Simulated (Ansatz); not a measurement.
# CH2BFOS: small, medium and large basis sets

An exercise on one series of results from a longer session: the logs are not shown, and one member is left open.

Computed with Ansatz 0.2.0, Gaussian basis. Level: one geometry, several basis sets.

The runs, in order: PBE0-D4/def2-SVP; ωB97M-V/def2-SVP; PBE0-D4/def2-QZVPP; ωB97M-V/def2-QZVPP; the functionals' def2-TZVPP values are taken from earlier runs.

### Structure used throughout

The geometry comes from an earlier relaxation with PBE0-D4 in a triple-zeta def2 set; it is a stationary point, not always the lowest conformer.

SMILES `OC1(F)BS1`, 7 atoms, charge 0, spin multiplicity 1.

Atoms are counted from 1 here; the program's logs count them from 0.

Bond lengths: O1–C2 1.343 Å, O1–H6 0.966 Å, C2–F3 1.358 Å, C2–B4 1.528 Å, C2–S5 1.905 Å, B4–S5 1.742 Å, B4–H7 1.182 Å. Angles: C2–O1–H6 109.6°, O1–C2–F3 111.0°, O1–C2–B4 124.3°, O1–C2–S5 118.8°, F3–C2–B4 120.7°, F3–C2–S5 111.6°, B4–C2–S5 59.8°, C2–B4–S5 70.9°, C2–B4–H7 147.6°, S5–B4–H7 141.5°, C2–S5–B4 49.3°.

The first run:

Input file in.yaml:

```yaml
crystal:
  periodic: [false, false, false]
  atoms:
    - {symbol: O, position_ang: [-0.622920, 0.066469, 1.300888]}
    - {symbol: C, position_ang: [0.071349, -0.247825, 0.195254]}
    - {symbol: F, position_ang: [0.761674, -1.405252, 0.366479]}
    - {symbol: B, position_ang: [-0.268348, 0.256329, -1.206213]}
    - {symbol: S, position_ang: [1.145087, 1.094198, -0.627060]}
    - {symbol: H, position_ang: [-0.050458, -0.010869, 2.075320]}
    - {symbol: H, position_ang: [-0.975284, 0.179052, -2.150269]}
basis:
  gaussian: {orbitals: def2-SVP}
hamiltonian: {xc: pbe0, dispersion: d4}
output: {orbitals: {seedname: orbitals}}
```

Command:

```bash
$ ansatz run in.yaml --threads 2 --pin off --events-out ev --progress --plain --max-ram 4352MiB
```

Steps of the session up to this table: PBE0-D4 in def2-SVP; ωB97M-V in def2-SVP; PBE0-D4 in def2-QZVPP; ωB97M-V in def2-QZVPP.

One of the session's tables, all rows but one given; the rest of the session is left out.

```
functional       basis  HOMO (eV)
   PBE0-D4    def2-SVP          ?
   PBE0-D4  def2-TZVPP      -7.77
   PBE0-D4  def2-QZVPP      -7.81
   ωB97M-V    def2-SVP      -9.77
   ωB97M-V  def2-TZVPP      -9.89
   ωB97M-V  def2-QZVPP      -9.93
```

Estimate the missing values for PBE0-D4, def2-SVP.

As computed: HOMO (eV): -7.68. In the column «HOMO (eV)» it is the highest.
